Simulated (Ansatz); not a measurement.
# Ni3N4: the cost of one run

Method: DFT PBE, scalar-relativistic, plane waves, PAW, in Ansatz 0.2.0.

1 further run of the same task is left out (it didn't finish).

**1. The starting structure**

It takes space group Pm-3m (No. 221, cubic). The conventional cell has a = 3.959 Å, b = 3.959 Å, c = 3.959 Å, α = 90.00°, β = 90.00°, γ = 90.00°. Around Ni (site symmetry 4/mmm) lie 6 N at 1.98 Å. Around N (site symmetry m-3m) lie 6 Ni at 1.98 Å. N (site symmetry 4/mmm) is surrounded by 4 Ni at 1.98 Å.

As a file:

```cif
data_structure
_symmetry_space_group_name_H-M 'Pm-3m'
_symmetry_Int_Tables_number 221
_cell_length_a 3.9585
_cell_length_b 3.9585
_cell_length_c 3.9585
_cell_angle_alpha 90.000
_cell_angle_beta 90.000
_cell_angle_gamma 90.000
_cell_volume 62.03
loop_
_atom_site_label
_atom_site_type_symbol
_atom_site_symmetry_multiplicity
_atom_site_Wyckoff_symbol
_atom_site_fract_x
_atom_site_fract_y
_atom_site_fract_z
_atom_site_occupancy
Ni1 Ni 3 c 0.50000 0.50000 0.00000 1
N1 N 1 b 0.50000 0.50000 0.50000 1
N2 N 3 d 0.50000 0.00000 0.00000 1
```

It is the end of an earlier relaxation with the same method, from a database cell with other species swapped in; it is a trial structure. At a tolerance of 0.05 Å it has space group Pm-3m (No. 221); it has 8.86 Å³/atom, an uncorrected energy of +1.10 eV/atom over the elements.

**2. Electronic structure at the relaxed geometry**

input.yaml reads:

```yaml
crystal:
  lattice:
    - [3.95852863, 0.0, 0.0]
    - [0.0, 3.95852863, 0.0]
    - [0.0, 0.0, 3.95852863]
  atoms:
    - { symbol: Ni, position: [0.5, 0.5, 0.0] }
    - { symbol: Ni, position: [0.0, 0.5, 0.5] }
    - { symbol: Ni, position: [0.5, 0.0, 0.5] }
    - { symbol: "N", position: [0.5, 0.5, 0.5] }
    - { symbol: "N", position: [0.5, 0.0, 0.0] }
    - { symbol: "N", position: [0.0, 0.5, 0.0] }
    - { symbol: "N", position: [0.0, 0.0, 0.5] }
basis:
  ecutwfc: 420
kpoints:
  mp_grid: { grid: [10, 10, 10] }
  band_path:
    path:
      - [[0.0, 0.0, 0.0], [0.0, 0.5, 0.0], [0.5, 0.5, 0.0], [0.0, 0.0, 0.0], [0.5, 0.5, 0.5], [0.0, 0.5, 0.0]]
      - [[0.5, 0.5, 0.5], [0.5, 0.5, 0.0]]
    npoints: 14
hamiltonian:
  xc: pbe
scf:
  occupations: { method: gaussian, width: 0.1 }
  n_extra_bands: 17
output:
  forces: true
  stress: true
  eigenvalues: true
  populations: true
  dos: { projected: true, de: 0.02, nscf_kmesh: { grid: [12, 12, 12] } }
  bader: true
  write_density: true
  write_potential: true
  elf: true
  volumetric_format: npy
```

Run with:

```console
ansatz run input.yaml --threads 1 --pin off --max-ram 2560MiB --backend cpu --events-out ev --progress --plain --runs-dir out
```

Q: Estimate wall time and peak memory on 1 thread of Arm Neoverse V1, shared host.

About 86 s, with a peak of 0.46 GiB.
